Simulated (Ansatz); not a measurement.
# CoHO: the cost of one run

Method: def2-QZVPP, core rule «outside noble gas», up to 10 orbitals frozen; program: Ansatz 0.2.0, Gaussian basis.

Plan: UHF; ROHF; CCSD(T) on UHF.

2 further runs of the same task are left out: 2 set aside as unsound or not needed.

**1. The geometry**

The geometry is a PBE0/def2-TZVP stationary point (not a proven minimum) of the parent state, kept for this charge and spin.

3 atoms, charge 0, spin multiplicity 3.

Atoms are counted from 1 here; the program's logs count them from 0.

Bond lengths: Co1–O2 1.717 Å, O2–H3 0.966 Å. Angles: Co1–O2–H3 111.2°.

**2. UHF**

in.yaml reads:

```yaml
crystal:
  periodic: [false, false, false]
  atoms:
    - {symbol: Co, position_ang: [0.000000, 0.016178, 0.389046]}
    - {symbol: O, position_ang: [0.000000, -0.107788, -1.323644]}
    - {symbol: H, position_ang: [0.000000, 0.765063, -1.736447]}
basis:
  gaussian: {orbitals: "def2-QZVPP.json"}
magnetization: {spin_polarized: true, initial_magnetization: 2}
hamiltonian: {xc: hf}
output: {orbitals: {seedname: orbitals}}
```

Started as:

```
$ ansatz run in.yaml --threads 1 --pin off --events-out ev --progress --plain --max-ram 4096MiB --backend cpu
```

Q: Estimate wall time and peak memory on 1 thread of AMD EPYC 7R13, shared host.

About 2.3 min, with a peak of 0.53 GiB.
